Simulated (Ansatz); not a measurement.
# Lanthanum, bcc under m-r²SCAN: from relaxation to bulk modulus

The plan for lanthanum in the bcc structure: relax it, solve it on a dense k-mesh, then scale the cell to 7 volumes from 88 to 112 % of the relaxed one and try a fit of the equation of state. The start is ferromagnetic. The k-meshes are 11×11×11 for the relaxation; 17×17×17 for the dense run; 12×12×12 for the volumes.

Computed with Ansatz 0.2.0 (DFT m-r2SCAN, plane waves (500 eV) with PAW, scalar-relativistic; PAW files made under PBE, frozen cores solved again for the functional; m-r²SCAN is r²SCAN on the gauge-invariant kinetic-energy density, unless a step says otherwise).

### Step 1. Starting point

It takes space group Im-3m (No. 229, cubic). Conventional cell: a = 4.214 Å, b = 4.214 Å, c = 4.214 Å, α = 90.00°, β = 90.00°, γ = 90.00°. La (site symmetry m-3m) is surrounded by 8 La at 3.65 Å.

As a file:

```
CELL_PARAMETERS angstrom
-2.10700 2.10700 2.10700
2.10700 -2.10700 2.10700
2.10700 2.10700 -2.10700
ATOMIC_POSITIONS crystal
La 0.00000 0.00000 0.00000
```

Starting moments (μB): +1.

### Step 2. Relaxing cell and atoms

Contents of input.yaml:

```yaml
crystal:
  lattice:
    - [-2.1069968026, 2.1069968026, 2.1069968026]
    - [2.1069968026, -2.1069968026, 2.1069968026]
    - [2.1069968026, 2.1069968026, -2.1069968026]
  atoms:
    - { symbol: La, position: [0.0, 0.0, 0.0], spin: 1.0 }
hamiltonian:
  xc: mr2scan
  pseudopotentials:
    kind: paw
    azcp:
      La: "pseudopotentials/La.paw.azcp"
basis:
  ecutwfc: 500
  fft_grid_basis: typed
kpoints:
  mp_grid: { grid: [11, 11, 11], shift: [0, 0, 0] }
magnetization:
  spin_polarized: true
scf:
  occupations: { method: fermi_dirac, width: 0.05 }
relax:
  max_steps: 60
  f_tol: 0.01
  cell: {}
```

Started as:

```
ansatz run input.yaml --threads 2 --pin off --max-ram 6144MiB --backend cpu --events-out ev --progress --plain --runs-dir out
```

Further steps of the session: Single point on a dense mesh; Volume × 0.88; Volume × 0.92; Volume × 0.96; Volume × 1.0; Volume × 1.04; Volume × 1.08; Volume × 1.12.

Q: Predict the outcome of this session. Wanted: space group; conventional cell; volume; shortest distance; gap on the mesh; magnetic state; relative to dhcp; V₀, B₀, B₀′.

As calculated:

| quantity | value |
| --- | --- |
| space group (spins left aside) | Im-3m (No. 229) |
| conventional cell | a = 4.247 Å |
| volume | 38.307 Å³/atom |
| shortest distance | 3.678 Å |
| gap on the mesh | none (levels filled in part) |
| magnetic state | ferromagnetic, up to 0.34 μB per atom |
| relative to dhcp | +103 meV/atom |
| V₀, B₀, B₀′ | 38.126 Å³/atom, 25 GPa, 3.1 |

In words: The relaxation enlarged the cell by 2.4 % in volume. It lies 103 meV/atom above the element's reference form at the same level (dhcp, from a run of its own). It ends ferromagnetic, with up to 0.34 μB per atom. No gap shows: it is a metal or semimetal at this level. B₀ comes out at 25 GPa. The symmetry was held, so the structure may be unstable against distortions that break it.
